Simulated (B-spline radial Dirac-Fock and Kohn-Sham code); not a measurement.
**Inner shells of Dy⁵¹⁺**

What does theory give for the Dy⁵¹⁺ ion? The session works out its X-ray form factor and Compton profile and the binding energy of each subshell.

Program: B-spline radial Dirac-Fock and Kohn-Sham code, version 2. Model: a free atom or ion on a radial basis; each step names its model. All values are calculated, but those marked as tabulated.

### 1 The atom as given

The Dy⁵¹⁺ ion in the configuration [Ne] 3s2 3p3.

```yaml
nuclear_charge: 66
electrons: 15
mass_number: 164
nuclear_rms_radius: 5.2218 fm
```

### 2 Form factor and Compton profile

Model: Dirac-Fock average of configuration, finite nucleus; form factor of the spherical density, Waller-Hartree incoherent function, impulse-approximation Compton profiles.

The run's settings:

```ini
task = scatter
Z = 66
charge = 51
configuration = 1s2 2s2 2p6 3s2 3p3
mass_number = 164
rms_radius = 5.2218  # fm
s = [0.0, 0.05, 0.1, 0.15, 0.2, 0.25, 0.3, 0.35, 0.4, 0.45, 0.5, 0.6, 0.7, 0.8, 0.9, 1.0, 1.1, 1.2, 1.4, 1.6, 1.8, 2.0, 2.5, 3.0, 3.5, 4.0, 5.0, 6.0]  # 1/A
pz = [0, 0.1, 0.2, 0.3, 0.4, 0.5, 0.6, 0.8, 1.0, 1.2, 1.4, 1.6, 1.8, 2.0, 2.5, 3.0, 4.0, 5.0, 7.0, 10.0, 15.0, 20.0, 30.0, 40.0, 60.0, 100.0]  # a.u.
photon_energy = [1000, 8047.8, 10000, 17479.3, 50000, 100000, 500000, 1000000]  # eV
```

### 3 Hole states by ΔSCF

Model: Dirac-Fock average of configuration, Delta-SCF, finite nucleus, first-order Breit with its frequency dependence, self-energy and vacuum polarisation.

Recorded inputs:

```ini
task = binding
```

**Question.** What will these runs give? Wanted: rms radius of the electron cloud; form factor halves at; Compton profile at zero; deepest level listed, K; least bound, M2,3; Kα1.

As calculated:

| quantity | value |
| --- | --- |
| rms radius of the electron cloud | 0.146 bohr |
| form factor halves at | 2.6 1/Å |
| Compton profile at zero | 0.5444 1/a.u. |
| deepest level listed, K (1s) | 57500.4 eV |
| least bound, M2,3 (3p) | 4699.6 eV |
| Kα1 | 46162.3 eV |
| ionisation energy, NIST (theoretical) | 4629.00 eV |

What this shows: The form factor starts at the 15 electrons and halves by s = 2.6 1/Å. Incoherent scattering outweighs coherent from 500 keV on, among the energies asked. The K (1s) level lies 29.1 eV under Koopmans' value by relaxation alone; Breit gives -156.78 and QED -81.69 eV. NIST's ionisation energy differs by -70.55 eV from the least binding energy; the calculation averages open shells over their j components and terms. The Hartree-Fock and Dirac-Fock values hold no electron correlation.
